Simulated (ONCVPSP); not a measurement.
# An ONCV potential for Ho, from input to tests

Do these settings give a usable potential? It is generated, then checked for transferability, scattering, ghosts and hardness.

Method: ONCVPSP 4.0.1, PBEsol, scalar-relativistic.

### 1 The design

The settings as typed:

```json
{
 "element": "holmium (Ho, Z = 67)",
 "type": "optimised norm-conserving Vanderbilt (ONCV)",
 "frozen core": "[Kr] 4d10",
 "valence charge": "21",
 "reference configuration": "4f11 5s2 5p6 6s2",
 "partial waves": "5s+6s: rc 2.35 bohr, ncon 4, nbas 9, qcut 5.8 1/bohr, 2 projectors; 5p: rc 1.40 bohr, ncon 4, nbas 8, qcut 4.8 1/bohr, 2 projectors, debl 0.7 Ha; d scattering state at 0.16 Ha: rc 1.90 bohr, ncon 5, nbas 9, qcut 5.5 1/bohr, 3 projectors, debl 3.6 Ha; 4f: rc 1.35 bohr, ncon 3, nbas 7, qcut 15.1 1/bohr, 2 projectors, debl 2.8 Ha",
 "local potential": "polynomial inside 1.00 bohr (lpopt 4, dvloc0 0 Ha)",
 "core correction": "Teter function, fcfact 3.75, rcfact 1.65"
}
```

An earlier all-electron run gives the scale for the radii.

All-electron outer shells of the reference configuration (PBEsol, scalar-relativistic, ld1.x):

```json
{"shell": "5s", "level (eV)": "-50.42", "outermost node (bohr)": "0.61", "outermost maximum (bohr)": "1.13"}
{"shell": "5p", "level (eV)": "-25.90", "outermost node (bohr)": "0.66", "outermost maximum (bohr)": "1.29"}
{"shell": "6s", "level (eV)": "-3.81", "outermost node (bohr)": "1.54", "outermost maximum (bohr)": "3.43"}
{"shell": "4f", "level (eV)": "-3.19", "outermost node (bohr)": "–", "outermost maximum (bohr)": "0.53"}
{"shell": "6p", "level (eV)": "-1.13", "outermost node (bohr)": "1.90", "outermost maximum (bohr)": "4.75"}
{"shell": "5d", "level (eV)": "-1.06", "outermost node (bohr)": "0.75", "outermost maximum (bohr)": "2.11"}
```

### 2 The generation run

The input, Ho.dat:

```
# ATOM AND REFERENCE CONFIGURATION
# atsym  z   nc   nv     iexc    psfile
  Ho 67.00    9    4  -116133      upf
#
#   n    l    f
    1    0    2.00
    2    0    2.00
    2    1    6.00
    3    0    2.00
    3    1    6.00
    3    2   10.00
    4    0    2.00
    4    1    6.00
    4    2   10.00
    4    3   11.00
    5    0    2.00
    5    1    6.00
    6    0    2.00
#
# PSEUDOPOTENTIAL AND OPTIMIZATION
# lmax
    3
#
#   l,   rc,      ep,       ncon, nbas, qcut
    0    2.35    0.00    4    9    5.80
    1    1.40    0.00    4    8    4.80
    2    1.90    0.16    5    9    5.50
    3    1.35    0.00    3    7   15.10
#
# LOCAL POTENTIAL
# lloc, lpopt,  rc(5),   dvloc0
    4    4    1.00    0.00
#
# VANDERBILT-KLEINMAN-BYLANDER PROJECTORs
# l, nproj, debl
    0    2    3.90
    1    2    0.70
    2    3    3.60
    3    2    2.80
#
# MODEL CORE CHARGE
# icmod, fcfact, rcfact
    3    3.75    1.65
#
# LOG DERIVATIVE ANALYSIS
# epsh1, epsh2, depsh
   -3.00    5.00    0.02
#
# OUTPUT GRID
# rlmax, drl
    6.00    0.01
#
# TEST CONFIGURATIONS
# ncnf
    4
# nvcnf
#   n    l    f
    4
    4    3   11.00
    5    0    2.00
    5    1    6.00
    6    0    1.00
#
    4
    4    3   11.00
    5    0    2.00
    5    1    6.00
    6    0    0.00
#
    4
    4    3   10.00
    5    0    2.00
    5    1    6.00
    6    0    0.00
#
    4
    4    3   11.00
    5    0    2.00
    5    1    5.00
    6    0    2.00
#
```

The run is started by

```console
oncvpsp.x < Ho.dat > Ho.out
```

**Question.** What will these runs give? Wanted: cutoffs for 1 and 0.1 mHa per electron, occupied waves; bound ghosts; GHOST(+) flags; largest phase difference near zero energy, channels read; rms error of d²Exc/dn², without and with the model core; projector energies reset by the program.

As calculated:

```
                                                quantity                                           value
  cutoffs for 1 and 0.1 mHa per electron, occupied waves                                86 Ha and 105 Ha
                                            bound ghosts                                      none found
                                          GHOST(+) flags                                      s at 15 eV
largest phase difference near zero energy, channels read                                       0.009 rad
 rms error of d²Exc/dn², without and with the model core                               5.76 and 2.87 mHa
                 projector energies reset by the program  p: -0.952, 0.250 Ha; d: 0.050, 3.650, 7.250 Ha
```

In words: By its cutoff, 86 Ha for the looser tolerance, it is very hard. No bound ghost shows below the valence levels. Near zero energy the phases of the channels with partial waves agree within 0.009 rad. The pseudo curves have a pole with no partner nearby in the atom's: s at 0.55 Ha. At positive energy that is a spurious or a displaced resonance. The program also flags highly localised states, GHOST(+) (s). These are tests on the free atom; a crystal test is still owed.
